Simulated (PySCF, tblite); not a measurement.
# C6H5BrCl radical: geometry, infrared bands and EPR parameters

What infrared bands and EPR parameters should C6H5BrCl radical (`C=C1C=C[C](Br)[C@H]1Cl`) show?

Programs: tblite 0.8.0 and PySCF 2.14.0, with density-fitted response routines of our own. Each step states its level of theory. These are calculated values for one molecule in the gas phase, unless marked as measured. Atoms are numbered from 0 throughout.

### 1 The starting structure

13 atoms, charge 0, multiplicity 2; geometry from: force field or distance geometry start.

Bonds of the start (Å): C0–C1 1.33, C1–C2 1.43, C2–C3 1.33, C3–C4 1.46, C4–Br5 1.91, C4–C6 1.47, C6–Cl7 1.80, C6–C1 1.48, C0–H8 1.08, C0–H9 1.06, C2–H10 1.08, C3–H11 1.07, C6–H12 1.11.

### 2 Geometry optimisation with GFN2-xTB

The job: settings as JSON, then the geometry in Å.

```
{"job": {"kind": "relax", "xc": "GFN2-xTB", "basis": "xTB"}, "charge": 0, "multiplicity": 2}
C     -0.113000    -0.260400     1.997000
C     -0.062700     0.025700     0.695200
C     -0.730000     1.092200     0.024700
C     -0.491200     0.983300    -1.274400
C      0.364000    -0.166300    -1.578400
Br    -0.306900    -1.377200    -2.895300
C      0.745500    -0.741900    -0.278500
Cl     2.503600    -0.435700    -0.066300
H     -0.703200     0.301500     2.708600
H      0.443800    -1.094700     2.350600
H     -1.342900     1.851300     0.487500
H     -0.892800     1.661100    -2.003900
H      0.581400    -1.838500    -0.184600
```

Started as:

```
OMP_NUM_THREADS=1 python probes_run.py task.json out
```

The driver reads the jobs from task.json and runs them one after another.

**Question.** This job is followed by: GFN2-xTB harmonic vibrations, gas phase; UKS B3LYP, def2-TZVP-core on Br, pcH-1 on C Cl H, non-relativistic, mean-field spin-orbit, GIAO. What will the session give for the following? strongest single infrared mode (GFN2-xTB); zero-point energy (GFN2-xTB); g(iso) (B3LYP); ⟨S²⟩; largest a(iso); surface potential, 1st and 99th percentile.

As calculated:

| quantity | value |
| --- | --- |
| strongest single infrared mode (GFN2-xTB) | 842 cm⁻¹, 25 km/mol |
| zero-point energy (GFN2-xTB) | 54.2 kcal/mol |
| g(iso) (B3LYP) | 2.00801 |
| ⟨S²⟩ | 0.789 (exact 0.75) |
| largest a(iso) | 13C on C4, 61.6 MHz |
| surface potential, 1st and 99th percentile | -0.79 V and 1.19 V |

**Reading.** Over 54 steps the energy fell by 0.712 eV; of the close pairs, C3–C4 changed most, 1.465 to 1.373 Å. No mode is imaginary among the 33: a minimum at this level. The strongest single mode, at 842 cm⁻¹, moves mainly H9 and H8. Unscaled tight-binding wavenumbers are off by several per cent, some by more. Its intensities can rank the bands wrongly. The largest spin populations lie on C2 (0.54 e), C4 (0.50 e). The isotropic g lies 5.7 ppt above the free-electron value. The hyperfine terms hold no scalar relativity, which the heavier nuclei need.
